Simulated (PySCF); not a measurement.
# H8OSeSi3: the cost of one run

The runs use PySCF 2.14.0, with density-fitted response routines of our own; the level of theory stands in each step. All values are computed, except where a source is named. Atoms are numbered from 0 throughout.

### Step 1. The starting structure

13 atoms, charge 0, multiplicity 1; geometry from: GFN2-xTB. The atoms were then displaced at random by about 0.01 Å, so the start is not that level's minimum.

Bonds of the start (Å): Si0–O1 1.65, O1–Si2 1.63, Si2–Si3 2.27, Si2–Se4 2.33, Si0–H5 1.42, Si0–H6 1.47, Si0–H7 1.48, Si2–H8 1.49, Si3–H9 1.50, Si3–H10 1.47, Si3–H11 1.46, Se4–H12 1.44.

### Step 2. Relaxing the molecule at PBE0-D3(BJ)/def2-SVP

What the job is given:

```
{"job": {"xc": "PBE0", "basis": "def2-SVP", "d3": "d3bj", "grid": 1, "shake": 0.01, "kind": "geom"}, "charge": 0, "multiplicity": 1}
Si     2.482260     0.384090    -0.626500
O      0.892780     0.422390    -0.178500
Si    -0.468710    -0.109940     0.536220
Si    -2.176100     0.600020    -0.786870
Se    -0.318070    -2.420000     0.752320
H      3.057160    -0.851270    -0.222310
H      2.408440     0.549800    -2.082620
H      3.072530     1.560350     0.045330
H     -0.337530     0.288560     1.969590
H     -3.468660     0.534040    -0.024340
H     -2.388800    -0.240030    -1.970970
H     -2.014380     1.980130    -1.222760
H     -0.735110    -2.715040    -0.591880
```

Command:

```bash
$ OMP_NUM_THREADS=1 python probes_run.py task.json out
```

This one command runs all jobs of the session in turn.

**Question.** How long does this first job take on 1 thread of Arm Neoverse V1, shared host, and how much memory does it need?

About 4.4 min, with a peak of 0.58 GiB.
